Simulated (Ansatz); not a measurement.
# MoS3: the cost of one run

Program: Ansatz 0.2.0. Level of theory: DFT PBE, scalar-relativistic, plane waves, PAW. These are calculated values, not measurements.

1 further run of the same task is left out (it didn't finish).

## 1. The starting structure

Symmetry: P4/mbm, No. 127, tetragonal system. Conventional cell: a = 6.141 Å, b = 6.141 Å, c = 4.329 Å, α = 90.00°, β = 90.00°, γ = 90.00°. Mo (site symmetry mmm) is surrounded by 12 S at 2.99 to 3.14 Å. S (site symmetry m2m) has 4 Mo at 2.99 to 3.14 Å and 8 S at 3.07 Å as nearest neighbours. Around S (site symmetry 4/m) lie 8 S at 3.07 Å and 4 Mo at 3.07 Å.

Structure file:

```cif
data_structure
_symmetry_space_group_name_H-M 'P 1'
_symmetry_Int_Tables_number 1
_cell_length_a 6.1406
_cell_length_b 6.1406
_cell_length_c 4.3286
_cell_angle_alpha 90.000
_cell_angle_beta 90.000
_cell_angle_gamma 90.000
_cell_volume 163.22
loop_
_atom_site_label
_atom_site_type_symbol
_atom_site_fract_x
_atom_site_fract_y
_atom_site_fract_z
_atom_site_occupancy
Mo1 Mo 0.00000 0.50000 0.50000 1
Mo2 Mo 0.50000 0.00000 0.50000 1
S1 S 0.76255 0.26255 0.00000 1
S2 S 0.23745 0.73745 0.00000 1
S3 S 0.26255 0.23745 0.00000 1
S4 S 0.73745 0.76255 0.00000 1
S5 S 0.50000 0.50000 0.50000 1
S6 S 0.00000 0.00000 0.50000 1
```

Recipe of the guess: species swapped into a database cell of GaPt3 (P4/mbm, No. 127), with Mo on the Ga sites and S on the Pt sites. Lengths come from tabulated atomic sizes and are only a guess.

## 2. A first look at the guess

input.yaml

```yaml
crystal:
  lattice:
    - [6.14057605, 0.0, 0.0]
    - [0.0, 6.14057605, 0.0]
    - [0.0, 0.0, 4.32858503]
  atoms:
    - { symbol: Mo, position: [0.0, 0.5, 0.5], spin: 1.0 }
    - { symbol: Mo, position: [0.5, 0.0, 0.5], spin: 1.0 }
    - { symbol: S, position: [0.762549, 0.262549, 0.0] }
    - { symbol: S, position: [0.237451, 0.737451, 0.0] }
    - { symbol: S, position: [0.262549, 0.237451, 0.0] }
    - { symbol: S, position: [0.737451, 0.762549, 0.0] }
    - { symbol: S, position: [0.5, 0.5, 0.5] }
    - { symbol: S, position: [0.0, 0.0, 0.5] }
basis:
  ecutwfc: 420
kpoints:
  mp_grid: { grid: [4, 4, 4] }
hamiltonian:
  xc: pbe
scf:
  occupations: { method: gaussian, width: 0.1 }
  lower_state_search: "off"
output:
  forces: true
  stress: true
  eigenvalues: true
  populations: true
magnetization:
  spin_polarized: true
```

Started as:

```bash
> ansatz run input.yaml --threads 1 --pin off --max-ram 2560MiB --backend cpu --events-out ev --progress --plain --runs-dir out
```

**Question.** How long does this run take on 1 thread of Arm Neoverse V1, shared host, and how much memory does it need?

About 34 s, with a peak of 0.5 GiB.
